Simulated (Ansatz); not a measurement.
## AlClH₅NSi, SMILES N[SiH]([AlH2])Cl: a short molecular-dynamics run, step by step

Computed with Ansatz 0.2.0 through its Python package.

The cells in order, each with its output:

```python
import warnings

import ansatz as az
import numpy as np

config = {
    "basis_set": "def2-SVP",
    "xc": "b3lyp",
    "n_steps": 30,
    "temperature_k": 300,
}
```

```python
warnings.simplefilter("ignore", az.DeckWarning)
```

```python
alclh5nsi = (
    az.Crystal.molecule()
    .atom("N", (-0.0358, 1.5948, -0.4822))
    .atom("Si", (0.1133, -0.1295, -0.6947))
    .atom("Al", (0.3701, -1.1279, 1.4095))
    .atom("Cl", (-1.5084, -0.9164, -1.623))
    .atom("H", (-0.9631, 1.7769, 0.0306))
    .atom("H", (-0.249, 2.0497, -1.4484))
    .atom("H", (1.3267, -0.3919, -1.5213))
    .atom("H", (0.6416, -2.6926, 1.53))
    .atom("H", (0.3932, -0.2094, 2.7824))
)
```

```python
calc = (
    alclh5nsi.calculation()
    .basis(gaussian=config["basis_set"])
    .functional(config["xc"])
    .scf(lower_state_search="standard")
    .md("nve", timestep=0.5, steps=config["n_steps"], temperature=config["temperature_k"], initial_velocities="maxwell_boltzmann", seed=23)
)
frames = []
calc.session().plan().execute(on_event=lambda e: frames.append(e["data"]) if e["event"] == "md_step" else None)
print("t (fs)   E_pot (eV)      E_kin (eV)   T (K)   d(0-1) (A)")
for f in frames[::3]:
    xyz = np.array(f["positions_ang"])
    print(f"{f['time_fs']:6.2f} {f['lagrangian_ev']:14.5f} {f['e_kin_ev']:10.5f} {f['temperature_k']:8.1f} {np.linalg.norm(xyz[0] - xyz[1]):9.4f}")
kept = np.array([f["conserved_ev"] for f in frames])
print(f"conserved energy moves by at most {1000 * np.ptp(kept):.3f} meV")
```

    t (fs)   E_pot (eV)      E_kin (eV)   T (K)   d(0-1) (A)
      0.00   -28561.57314    0.27145    300.0    1.7437
      1.50   -28561.55162    0.24985    276.1    1.7502
      3.00   -28561.62310    0.31927    352.9    1.7576
      4.50   -28561.56224    0.25934    286.6    1.7638
      6.00   -28561.50571    0.20470    226.2    1.7667
      7.50   -28561.62628    0.32219    356.1    1.7656
      9.00   -28561.62362    0.32093    354.7    1.7616
     10.50   -28561.60587    0.30454    336.6    1.7565
     12.00   -28561.73573    0.43286    478.4    1.7515
     13.50   -28561.82509    0.52069    575.5    1.7468
     15.00   -28561.73455    0.43309    478.6    1.7410
    conserved energy moves by at most 3.548 meV

These settings explore the input space; basis and method may be short of convergence. The trajectory is only some femtoseconds long, so its temperature is not equilibrated; where the script doesn't relax first, it starts from a rough generated geometry. b3lyp holds the VWN-RPA fit, as in Gaussian; the form of ORCA and Turbomole is b3lyp5. The temperature counts the internal degrees of freedom alone. It ran for 2.4 min on 1 thread of Arm Neoverse V1 (shared host), peak memory 0.26 GiB.

(Lines on the test bed's own set-up are left out of the output.)
